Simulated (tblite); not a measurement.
# C11H17ClSSi (MePhSiClSBu): the cost of one run

Computed with tblite 0.8.0 (tight binding) and PySCF 2.14.0 (DFT, with response routines of our own); each step states its level. Atoms count from 0 throughout.

## 1. The starting structure

31 atoms, charge 0, multiplicity 1; geometry from: MMFF94s geometry.

Bonds of the start (Å): C0–C1 1.52, C0–H14 1.10, C0–H15 1.09, C0–H16 1.10, C10–C11 1.39, C10–H27 1.09, C11–C12 1.38, C11–H28 1.09, C12–C13 1.40, C12–H29 1.09, C13–H30 1.09, C1–C2 1.55, C1–H17 1.09, C1–H18 1.09, C2–C3 1.52, C2–H19 1.09, C2–H20 1.11, C3–H21 1.10, C3–H22 1.08, C3–S4 1.81, C6–H23 1.11, C6–H24 1.09, C6–H25 1.09, C8–C13 1.42 and more.

## 2. GFN2-xTB relaxation, conformer 1

The job: settings as JSON, then the geometry in Å.

```
{"job": {"xc": "GFN2-xTB", "basis": "xTB", "kind": "relax"}, "charge": 0, "multiplicity": 1}
C     -2.672800     2.104500     0.197800
C     -2.634100     0.708900    -0.397100
C     -2.087600    -0.307500     0.636800
C     -2.077900    -1.742100     0.123000
S     -1.034500    -2.062200    -1.317800
Si     0.998000    -2.033800    -0.630100
C      2.091800    -2.818200    -1.897700
Cl     1.132400    -3.072800     1.134900
C      1.529300    -0.265100    -0.261300
C      2.248500     0.087600     0.894600
C      2.625000     1.412400     1.129500
C      2.285700     2.411600     0.227200
C      1.573100     2.093900    -0.915400
C      1.206700     0.768100    -1.172900
H     -3.341900     2.152300     1.075200
H     -1.687200     2.443200     0.515400
H     -3.063800     2.817300    -0.540600
H     -1.998300     0.719300    -1.280700
H     -3.636200     0.414200    -0.701900
H     -1.095900    -0.001400     0.981200
H     -2.742800    -0.263800     1.527300
H     -1.782500    -2.417300     0.946200
H     -3.091200    -2.031400    -0.132700
H      1.789200    -3.864800    -2.086500
H      2.050200    -2.279100    -2.843200
H      3.126400    -2.832600    -1.561900
H      2.545100    -0.654500     1.627900
H      3.185600     1.664500     2.034200
H      2.582200     3.444900     0.414700
H      1.314700     2.872400    -1.628200
H      0.650700     0.561000    -2.083200
```

Started as:

```sh
$ OMP_NUM_THREADS=1 python ens_run.py task.json out
```

One launch serves the whole session.

**Question.** How long does this first job take on 1 thread of Intel Xeon 6975P-C, shared host?

About 4.7 s.
